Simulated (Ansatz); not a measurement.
Crystal: FeAu.

```
Au Fe
1.0
     1.41175    0.81507    4.46945
    -1.41175    0.81507    4.46945
     0.00000   -1.63015    4.46945
Au Fe
1 1
Cartesian
  0.0000 0.0000 0.0000
  0.0000 0.0000 6.7042
```

The cell comes from a database or a generator and needn't be the stable form of this composition.

Base run:

| Item | Value |
| --- | --- |
| Program | Ansatz 0.2.0 |
| Functional | PBE |
| Potentials or basis | Ansatz PAW |
| Cutoff | 420 eV (not typed: the program's choice for these potentials) |
| k mesh | 11 × 11 × 11 |
| Occupations | fermi-dirac, width 0.05 eV |
| Spin | no spin polarisation |

Its results: band gap on the k mesh none (metal or under the smearing width); pressure -11.2 GPa.

Problem. The run is repeated on the same cell with these changes: spin from no spin polarisation to collinear spin, random start. What comes out?

Solution. Band gap on the k mesh none (metal or under the smearing width); pressure -1.0 GPa; net moment 2.91 μB per cell; site moments Au +0.06; Fe +2.93 μB.
